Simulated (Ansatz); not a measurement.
# InAs (F-43m): an equation of state far from equilibrium

How does InAs (F-43m) respond to strong compression and slight expansion?

The COD entry's cell or inner coordinates are ideal or old and differ from later refinements, so a difference from it is no clean test against experiment.

Program: Ansatz 0.2.0. Level of theory: DFT PBEsol, scalar-relativistic, plane waves, PAW. These are calculated values, not measurements.

## (1) The starting structure

The structure is cubic, space group F-43m (No. 216). Conventional cell: a = 6.087 Å, b = 6.087 Å, c = 6.087 Å, α = 90.00°, β = 90.00°, γ = 90.00°. In (site symmetry -43m) has 4 As at 2.64 Å as nearest neighbours. Around As (site symmetry -43m) lie 4 In at 2.64 Å.

As a file:

```
In As
1.0
     0.00000    3.04343    3.04343
     3.04343    0.00000    3.04343
     3.04343    3.04343    0.00000
In As
1 1
Cartesian
  0.0000 0.0000 0.0000
  1.5217 1.5217 1.5217
```

An earlier run at PBEsol left this cell at 28.190 Å³/atom and 0.00 GPa (14×14×14 mesh).

## (2) Volume × 0.96

Contents of input.yaml:

```yaml
crystal:
  lattice:
    - [0.0, 3.0022995304, 3.0022995304]
    - [3.0022995304, 0.0, 3.0022995304]
    - [3.0022995304, 3.0022995304, 0.0]
  atoms:
    - { symbol: In, position: [0.0, 0.0, 0.0] }
    - { symbol: As, position: [0.25, 0.25, 0.25] }
basis:
  ecutwfc: 420
  ecutrho_ratio: 4
kpoints:
  mp_grid: { grid: [14, 14, 14] }
hamiltonian:
  xc: pbesol
scf:
  occupations: { method: gaussian, width: 0.05 }
output:
  forces: true
  stress: true
  eigenvalues: true
```

Launch:

```bash
> ansatz run input.yaml --threads 1 --pin off --max-ram 2560MiB --backend cpu --events-out ev --progress --plain --runs-dir out
```

The runs that follow: Volume × 1.04; Volume × 0.92; Volume × 0.88; Volume × 0.84; Volume × 0.8.

Q: Predict the outcome of this session. Wanted: range of pressure; V0; B0; B0′.

As calculated:

| quantity | value |
| --- | --- |
| range of pressure | -2.0 to 21.0 GPa |
| V0 (fit) | 28.19 Å³/atom |
| B0 (fit) | 56 GPa |
| B0′ (fit) | 4.64 |

In words: A third-order Birch-Murnaghan fit follows the points with an rms miss of 0.01 meV/atom. Symmetry fixes shape and sites, so only the volume changes. The gap is zero at the larger volumes and opens under compression; semilocal functionals close small gaps early. Other structures may be lower in enthalpy at these pressures.
